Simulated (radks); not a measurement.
# The first electron to leave Sc⁶⁺

Aim: remove one electron from each of the outer sub-shells of Sc⁶⁺ ([Ne] 3s2 3p3) in turn, let the ion relax, and find the cheapest removal. The parent's configuration is the lowest that an earlier search found at this level.

Method: scalar-relativistic Kohn-Sham, PBE, spin-polarised, spherical densities, finite nucleus; open shells are filled with parallel spins first. Code: radks (a radial shooting solver on a logarithmic mesh, Libxc functionals) version 1.

3 further runs of the same task are left out: 3 set aside as unsound or not needed.

### Step 1. Starting point

```
element            : scandium (Z = 21)
charge             : +6
electrons          : 15
configuration      : [Ne] 3s2 3p3
nuclear rms radius : 3.5459 fm
```

The outer shells:

Sc⁶⁺
```
[Ne] core
3s [↑↓]
3p [↑ ][↑ ][↑ ]
```

### Step 2. The parent, Sc⁶⁺

The parent was computed earlier with the same settings: E = -752.275569 hartree. Its outer levels (eV):

| level | occupation | energy (eV) |
| --- | --- | --- |
| 2s up | 1 | -582.14 |
| 2s down | 1 | -581.05 |
| 2p up | 3 | -496.87 |
| 2p down | 3 | -495.32 |
| 3s up | 1 | -149.54 |
| 3s down | 1 | -143.02 |
| 3p up | 3 | -126.44 |
| 3p down | 0 | -120.13 |

### Step 3. Remove 3p: [Ne] 3s2 3p2

The run's settings:

```text
Z 21
configuration [Ne] 3s2 3p2
relativity scalar-relativistic
functional pbe,pbe
spin polarised
nucleus finite rms 3.5459 fm
c 137.035999084
```

### Step 4. Remove 3s: [Ne] 3s1 3p3

Settings, as their differences from step 3:

```diff
@@ -1,3 +1,3 @@
 Z 21
-configuration [Ne] 3s2 3p2
+configuration [Ne] 3s1 3p3
 relativity scalar-relativistic
```

### Step 5. Remove 2p: [He] 2s2 2p5 3s2 3p3

Settings, as their differences from step 4:

```diff
@@ -1,3 +1,3 @@
 Z 21
-configuration [Ne] 3s1 3p3
+configuration [He] 2s2 2p5 3s2 3p3
 relativity scalar-relativistic
```

### Step 6. Remove 2s: [He] 2s1 2p6 3s2 3p3

The run's settings:

```text
Z 21
configuration [He] 2s1 2p6 3s2 3p3
relativity scalar-relativistic
functional pbe,pbe
spin polarised
nucleus finite rms 3.5459 fm
c 137.035999084
```

Q: Predict the outcome of this session. Wanted: for each run, case; final configuration; Δ-SCF; −ε of the level emptied.

The runs gave:

| case | final configuration | Δ-SCF (eV) | −ε of the level emptied (eV) |
| --- | --- | --- | --- |
| remove 3p | [Ne] 3s2 3p2 | 136.99 | 126.44 |
| remove 3s | [Ne] 3s1 3p3 | 152.72 | 143.02 |
| remove 2p | [He] 2s2 2p5 3s2 3p3 | 525.35 | 495.32 |
| remove 2s | [He] 2s1 2p6 3s2 3p3 | 607.71 | 581.05 |

The 3p electron leaves first, at 136.99 eV; the next cheapest, 3s, costs 152.72 eV. 3p is also the highest occupied level of the parent. NIST lists 138.0 eV (semi-empirical), between the same two configurations. Open shells are spherical and high-spin; term and fine-structure splittings are not resolved.
